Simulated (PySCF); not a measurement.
# Ways to converge the SCF of SrSe⁻

Do solver options change the result for SrSe⁻, or only the number of cycles?

Method: method and basis as typed in the scripts; program: PySCF 2.14.0.

4 further runs of the same task are left out: 2 for a known fault of the program, 2 that didn't finish.

## 1. The starting structure

SrSe⁻: 2 atoms, charge -1, spin multiplicity 2.

Bond lengths: Sr1–Se2 2.856 Å.

## 2. Base script

File input.py:

```python
from pyscf import gto, dft

mol = gto.M(
    atom='Sr 0 0 0; Se 0 0 2.856',
    basis='sbkjc',
    ecp={'Sr': 'sbkjc', 'Se': 'sbkjc'},
    charge=-1,
    spin=1,
    verbose=4,
)
mf = dft.UKS(mol, xc='camb3lyp')
mf.kernel()
mf.dip_moment()
print('orbital energies (hartree):', [e[max(0, n-3):n+3].round(4) for e, n in zip(mf.mo_energy, mol.nelec)])
```

On the command line:

```
python input.py
```

Its log is not repeated here.

It gives: E(SCF) = -9.980879 Eh, 12 cycles, ⟨S²⟩ = 0.766.

The bond length is a typed value, not an optimised one. The dipole of an ion depends on the origin.

## 3. Initial guess sap

Variant 1 changes initial guess: minao → sap.

File input.py:

```python
from pyscf import gto, dft

mol = gto.M(
    atom='Sr 0 0 0; Se 0 0 2.856',
    basis='sbkjc',
    ecp={'Sr': 'sbkjc', 'Se': 'sbkjc'},
    charge=-1,
    spin=1,
    verbose=4,
)
mf = dft.UKS(mol, xc='camb3lyp')
mf.init_guess = 'sap'
mf.kernel()
mf.dip_moment()
print('orbital energies (hartree):', [e[max(0, n-3):n+3].round(4) for e, n in zip(mf.mo_energy, mol.nelec)])
```

On the command line:

```
python input.py
```

## 4. Second-order solver on

Variant 2 changes second-order solver: off → on.

input.py, as its differences from that of step 2:

```diff
@@ -11,2 +11,3 @@
 mf = dft.UKS(mol, xc='camb3lyp')
+mf = mf.newton()
 mf.kernel()
```

## 5. Damping 0.5

Variant 3 changes damping: none → 0.5.

input.py, as its differences from that of step 2:

```diff
@@ -11,2 +11,4 @@
 mf = dft.UKS(mol, xc='camb3lyp')
+mf.damp = 0.5
+mf.diis_start_cycle = 8
 mf.kernel()
```

## 6. Level shift 0.5 hartree

Variant 4 changes level shift: none → 0.5 hartree.

input.py, as its differences from that of step 2:

```diff
@@ -11,2 +11,3 @@
 mf = dft.UKS(mol, xc='camb3lyp')
+mf.level_shift = 0.5
 mf.kernel()
```

Before running it: what results should come out? Wanted: for each run, E(SCF); from base; gap, α spin.

**Answer**, as computed:

```
                    run  E(SCF) (hartree)  from base (eV)   cycles  gap, α spin (eV)
                   base         -9.980879               0       12              3.90
      initial guess sap         -9.980879          0.0000       14              3.90
 second-order solver on         -9.980879          0.0000  4 macro              3.90
            damping 0.5         -9.980879          0.0000       16              3.90
level shift 0.5 hartree         -9.980879          0.0000       41              3.90
```

Distance from each run's final energy (log10 hartree) by cycle:

```
                    run  cycle 1  cycle 2  cycle 3  cycle 5  cycle 8  cycle 12
                   base     -1.2     -0.5     -2.7     -4.1     -6.3     < -11
      initial guess sap      0.2      0.7     -1.1     -2.4     -3.9      -8.5
 second-order solver on     -2.4     -5.0    < -11     done     done      done
            damping 0.5     -1.2     -2.3     -2.7     -3.4     -4.7      -7.4
level shift 0.5 hartree     -0.8     -1.6     -1.9     -2.3     -2.8      -3.5
```

What this shows: No change of the SCF energy comes from initial guess sap or second-order solver on or damping 0.5 or level shift 0.5 hartree. The base needs 12 cycles and the run with level shift 0.5 hartree needs 41.
